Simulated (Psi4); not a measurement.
# triplet CH4F2Si at 3 levels

Wanted: a comparison of 3 runs (UHF/3-21G, U-wB97X-V/cc-pVDZ, UHSE06/cc-pVDZ) of triplet CH4F2Si. 

The calculation is run with Psi4 1.11.

1 further run of the same task is left out (it didn't finish).

## Step 1: The system as given

CH4F2Si: 8 atoms, total charge 0, spin state triplet. SMILES of the parent species: `C[SiH](F)F`. The shape is that of a PBE0-D4/def2-TZVP optimisation. That shape belongs to the parent species and isn't relaxed for this state.

Bond lengths: C1–Si2 1.840 Å, Si2–F3 1.591 Å, Si2–F4 1.591 Å, C1–H5 1.092 Å, C1–H6 1.093 Å, C1–H7 1.093 Å, Si2–H8 1.477 Å. Some angles: C1–Si2–F3 109.8°, C1–Si2–F4 109.8°, F3–Si2–F4 106.8°, C1–Si2–H8 114.8°, F3–Si2–H8 107.6°, F4–Si2–H8 107.6°, Si2–C1–H5 110.7°, Si2–C1–H6 110.6°, Si2–C1–H7 110.6°, H5–C1–H6 108.3°.

## Step 2: A single-point energy at UHF/3-21G (run 1)

File calc.py:

```python
import psi4

psi4.set_memory('2200 MB')
psi4.set_num_threads(1)
psi4.core.set_output_file('ch4f2si.out', False)

m = psi4.geometry("""
0 3
C     -0.387100     0.881700    -0.174700
Si     0.329300    -0.775200     0.180600
F      1.916300    -0.678300     0.226700
F     -0.035400    -1.783900    -0.994000
H     -0.013400     1.269000    -1.125400
H     -0.122700     1.591000     0.613300
H     -1.476800     0.824400    -0.231400
H     -0.118100    -1.385700     1.449000
units angstrom
symmetry c1
""")

psi4.set_options({
    'reference': 'uhf',
    'puream': True,
    'e_convergence': 1e-09,
    'd_convergence': 1e-08,
    'scf_type': 'pk',
    'maxiter': 100,
})

e_tot, wfn = psi4.energy("scf/3-21G", molecule=m, return_wfn=True)
psi4.oeprop(wfn, "WIBERG_LOWDIN_INDICES", "LOWDIN_CHARGES", "MAYER_INDICES", title="SCF")
print(f'total energy {e_tot:.8f} hartree = {e_tot * 27.211386:.5f} eV')
```

Started as:

```sh
python calc.py
```

ch4f2si.out:

```text
[...]
  Running in c1 symmetry.
[...]
  Nuclear repulsion =  183.047944540804366
[...]
  Multiplicity = 3
[...]
  Nalpha       = 22
  Nbeta        = 20
[...]
    Number of basis functions: 48
[...]
   @UHF iter   1:  -524.83584629588040   -5.12291e-01   8.93990e-03 ADIIS/DIIS
[...]
   @UHF iter  26:  -524.92860500491304   -2.38742e-12   8.24651e-09 DIIS
[...]
   @S^2 Observed:                2.008147790E+00
[...]
  @UHF Final Energy:  -524.92860500491304
   => Energetics <=
    Nuclear Repulsion Energy =            183.0479445408043659
    One-Electron Energy =               -1093.5089936052402209
    Two-Electron Energy =                 385.5324440595228452
    Total Energy =                       -524.9286050049130381
  UHF NO Occupations:
  HONO-2 :   20  A 1.9974677
  HONO-1 :   21  A 1.0000000
[...]
 Multipole Moments:
 ------------------------------------------------------------------------------------
     Multipole            Electronic (a.u.)      Nuclear  (a.u.)        Total (a.u.)
 ------------------------------------------------------------------------------------
 L = 1.  Multiply by 2.5417464519 to convert [e a0] to [Debye]
 Dipole X            :          3.2146701           -4.2762117           -1.0615416
 Dipole Y            :         -4.1081485            5.7380870            1.6299385
 Dipole Z            :         -1.4202408            1.6399405            0.2196997
 Magnitude           :                                                    1.9575081
[...]
```

On the terminal:

```text
total energy -524.92860500 hartree = -14284.03489 eV
```

Run time: 2.8 s. Hardware: 1 thread of Intel Xeon Platinum 8259CL at 2.50GHz (Skylake/Cascade Lake), shared host; peak memory 0.19 GiB.

## Step 3: The energy at U-wB97X-V/cc-pVDZ (run 2)

File job.py:

```python
import psi4

psi4.set_memory('2200 MB')
psi4.set_num_threads(1)
psi4.core.set_output_file('psi4.out', False)

m = psi4.geometry("""
0 3
C     -0.73151298     1.66617152    -0.33013515
Si     0.62228681    -1.46491569     0.34128454
F      3.62128217    -1.28180123     0.42840091
F     -0.06689630    -3.37108243    -1.87838777
H     -0.02532233     2.39806245    -2.12669778
H     -0.23186940     3.00655426     1.15896903
H     -2.79074754     1.55789022    -0.43728263
H     -0.22317666    -2.61859349     2.73821315
units bohr
symmetry c1
""")

options = {'basis': 'cc-pVDZ', 'reference': 'uks', 'puream': True, 'e_convergence': 1e-09, 'd_convergence': 1e-08, 'scf_type': 'pk', 'dft_radial_points': 99, 'dft_spherical_points': 590, 'maxiter': 100}
psi4.set_options(options)

result, w = psi4.energy('wb97x-v', return_wfn=True)
print('E =', round(result, 9))
for k, v in sorted(psi4.core.scalar_variables().items()):
    print(f'{k:45s} {v:18.10f}')
```

Started as:

```sh
python job.py
```

psi4.out:

```text
[...]
  Running in c1 symmetry.
[...]
  Nuclear repulsion =  183.047944753900339
[...]
  Multiplicity = 3
[...]
  Nalpha       = 22
  Nbeta        = 20
[...]
    Number of basis functions: 80
[...]
   @UKS iter   1:  -529.21106051428626   -2.59588e-01   6.84027e-03 ADIIS/DIIS
[...]
   @UKS iter  20:  -529.35285936183584   -3.83125e-11   9.94321e-09 DIIS
[...]
   @S^2 Observed:                2.004946418E+00
[...]
  @UKS Final Energy:  -529.35285936183584
   => Energetics <=
    Nuclear Repulsion Energy =            183.0479447539003388
    One-Electron Energy =               -1097.2349872278489329
    Two-Electron Energy =                 420.0714441933093894
    DFT Exchange-Correlation Energy =     -35.4091724098732286
    Empirical Dispersion Energy =           0.0000000000000000
    VV10 Nonlocal Energy =                  0.1719113286766535
    Total Energy =                       -529.3528593618358400
[...]
 Multipole Moments:
 ------------------------------------------------------------------------------------
     Multipole            Electronic (a.u.)      Nuclear  (a.u.)        Total (a.u.)
 ------------------------------------------------------------------------------------
 L = 1.  Multiply by 2.5417464519 to convert [e a0] to [Debye]
 Dipole X            :          3.5985537           -4.2762117           -0.6776580
 Dipole Y            :         -4.7511160            5.7380870            0.9869710
 Dipole Z            :         -1.4503424            1.6399405            0.1895981
 Magnitude           :                                                    1.2121384
[...]
```

On the terminal:

```text
E = -529.352859362
CURRENT ENERGY                                   -529.3528593618
CURRENT REFERENCE ENERGY                         -529.3528593618
DD SOLVATION ENERGY                                 0.0000000000
DFT FUNCTIONAL TOTAL ENERGY                      -529.3528593618
DFT TOTAL ENERGY                                 -529.3528593618
DFT VV10 ENERGY                                     0.1719113287
DFT XC ENERGY                                     -35.4091724099
GRID ELECTRONS ALPHA                               22.0000011577
GRID ELECTRONS BETA                                20.0000008036
GRID ELECTRONS TOTAL                               42.0000019613
NUCLEAR REPULSION ENERGY                          183.0479447539
ONE-ELECTRON ENERGY                             -1097.2349872278
PCM POLARIZATION ENERGY                             0.0000000000
PE ENERGY                                           0.0000000000
SCF ITERATION ENERGY                             -529.3528593618
SCF ITERATIONS                                     20.0000000000
SCF TOTAL ENERGY                                 -529.3528593618
TWO-ELECTRON ENERGY                               420.0714441933
XC GRID RADIAL POINTS                              99.0000000000
XC GRID SPHERICAL POINTS                          590.0000000000
XC GRID TOTAL POINTS                           444260.0000000000
```

Run time: 5.6 min. Hardware: 1 thread of Intel Xeon Platinum 8259CL at 2.50GHz (Skylake/Cascade Lake), shared host; peak memory 1.3 GiB.

## Step 4: Energy and forces at UHSE06/cc-pVDZ (run 3)

File ch4f2si.xyz:

```xyz
8
CH4F2Si
C     -0.387100     0.881700    -0.174700
Si     0.329300    -0.775200     0.180600
F      1.916300    -0.678300     0.226700
F     -0.035400    -1.783900    -0.994000
H     -0.013400     1.269000    -1.125400
H     -0.122700     1.591000     0.613300
H     -1.476800     0.824400    -0.231400
H     -0.118100    -1.385700     1.449000
```

File run.py:

```python
import psi4

psi4.set_memory('2200 MB')
psi4.set_num_threads(1)
psi4.core.set_output_file('ch4f2si.out', False)

with open('ch4f2si.xyz') as f:
    atoms = ''.join(f.readlines()[2:])
m = psi4.geometry('0 3\n' + atoms + 'symmetry c1\nno_reorient\nno_com')

psi4.set_options({
    'basis': 'cc-pVDZ',
    'reference': 'uks',
    'puream': True,
    'e_convergence': 1e-09,
    'd_convergence': 1e-08,
    'scf_type': 'pk',
    'dft_radial_points': 99,
    'dft_spherical_points': 590,
    'maxiter': 100,
})

e, wfn = psi4.gradient("HSE06", return_wfn=True)
psi4.oeprop(wfn, "QUADRUPOLE", "MULLIKEN_CHARGES", "MAYER_INDICES", title="HSE06")
print('gradient / Eh bohr^-1')
print(e.np.round(6))
print(f'energy = {wfn.energy():.10f} Eh')
for k, v in sorted(psi4.core.scalar_variables().items()):
    print(f'{k:45s} {v:18.10f}')
```

Started as:

```sh
python run.py
```

ch4f2si.out:

```text
[...]
  Running in c1 symmetry.
[...]
  Nuclear repulsion =  183.047944540804394
[...]
  Multiplicity = 3
[...]
  Nalpha       = 22
  Nbeta        = 20
[...]
    Number of basis functions: 80
[...]
   @UKS iter   1:  -528.91656926259611    2.39738e-02   8.93159e-03 DIIS/ADIIS
[...]
   @UKS iter  16:  -529.17248193378657   -1.70530e-12   1.96255e-09 DIIS
[...]
   @S^2 Observed:                2.003724431E+00
[...]
  @UKS Final Energy:  -529.17248193378657
   => Energetics <=
    Nuclear Repulsion Energy =            183.0479445408043944
    One-Electron Energy =               -1097.3484053747849885
    Two-Electron Energy =                 422.5013018775982800
    DFT Exchange-Correlation Energy =     -37.3733229774042144
    Empirical Dispersion Energy =           0.0000000000000000
    VV10 Nonlocal Energy =                  0.0000000000000000
    Total Energy =                       -529.1724819337865711
[...]
  -Total Gradient:
     Atom            X                  Y                   Z
    ------   -----------------  -----------------  -----------------
       1        0.035066383379    -0.053348720055    -0.007791181075
       2        0.035174751921    -0.008371822637    -0.048637872645
       3       -0.060221905791     0.013246250887     0.022446609072
       4       -0.015045408845     0.038853358286     0.050726573907
       5       -0.011012562704     0.011149366516     0.007553128233
       6       -0.004144041311    -0.004326072435    -0.005192704681
       7        0.007332334794     0.002214111933     0.001949379020
       8        0.012843039827     0.000525047912    -0.020989133576
[...]
```

Standard output:

```text
gradient / Eh bohr^-1
[[ 0.035066 -0.053349 -0.007791]
 [ 0.035175 -0.008372 -0.048638]
 [-0.060222  0.013246  0.022447]
 [-0.015045  0.038853  0.050727]
 [-0.011013  0.011149  0.007553]
 [-0.004144 -0.004326 -0.005193]
 [ 0.007332  0.002214  0.001949]
 [ 0.012843  0.000525 -0.020989]]
energy = -529.1724819338 Eh
CURRENT ENERGY                                   -529.1724819338
CURRENT REFERENCE ENERGY                         -529.1724819338
DD SOLVATION ENERGY                                 0.0000000000
DFT FUNCTIONAL TOTAL ENERGY                      -529.1724819338
DFT TOTAL ENERGY                                 -529.1724819338
DFT VV10 ENERGY                                     0.0000000000
DFT XC ENERGY                                     -37.3733229774
GRID ELECTRONS ALPHA                               22.0000011802
GRID ELECTRONS BETA                                20.0000008076
GRID ELECTRONS TOTAL                               42.0000019879
NUCLEAR REPULSION ENERGY                          183.0479445408
ONE-ELECTRON ENERGY                             -1097.3484053748
PCM POLARIZATION ENERGY                             0.0000000000
PE ENERGY                                           0.0000000000
SCF ITERATION ENERGY                             -529.1724819338
SCF ITERATIONS                                     16.0000000000
SCF TOTAL ENERGY                                 -529.1724819338
TWO-ELECTRON ENERGY                               422.5013018776
XC GRID RADIAL POINTS                              99.0000000000
XC GRID SPHERICAL POINTS                          590.0000000000
XC GRID TOTAL POINTS                           444260.0000000000
```

Run time: 2.3 min. Hardware: 1 thread of Intel Xeon Platinum 8259CL at 2.50GHz (Skylake/Cascade Lake), shared host; peak memory 1.3 GiB.

## Step 5: Overview of the runs

| run | level | integration grid | task | energy (Eh) | dipole moment (D) | HOMO energy (eV) | ⟨S²⟩ | wall time |
| --- | --- | --- | --- | --- | --- | --- | --- | --- |
| 1 | UHF/3-21G | – | energy | -524.928605 | 4.98 | -1.55 | 2.008 | 2.8 s |
| 2 | U-wB97X-V/cc-pVDZ | 99 radial × 590 angular | energy | -529.352859 | 3.08 | -2.57 | 2.005 | 5.6 min |
| 3 | UHSE06/cc-pVDZ | 99 radial × 590 angular | gradient | -529.172482 | 2.99 | -0.42 | 2.004 | 2.3 min |

## Step 6: Summary of results

```
                                 quantity          value
                      run 3: total energy  -529.17248 Eh
                     run 3: dipole moment         2.99 D
run 3: HOMO energy (highest over α and β)       -0.42 eV
                              run 3: ⟨S²⟩          2.004
          run 3: largest force on an atom     3.376 eV/Å
```

What this shows: The dipole moment (its size) runs from 2.99 D (UHSE06/cc-pVDZ) to 4.98 D (UHF/3-21G). The two ends differ in method and basis. Totals of different functionals can't be ranked against each other. All runs together took 7.9 min, the longest 5.6 min.
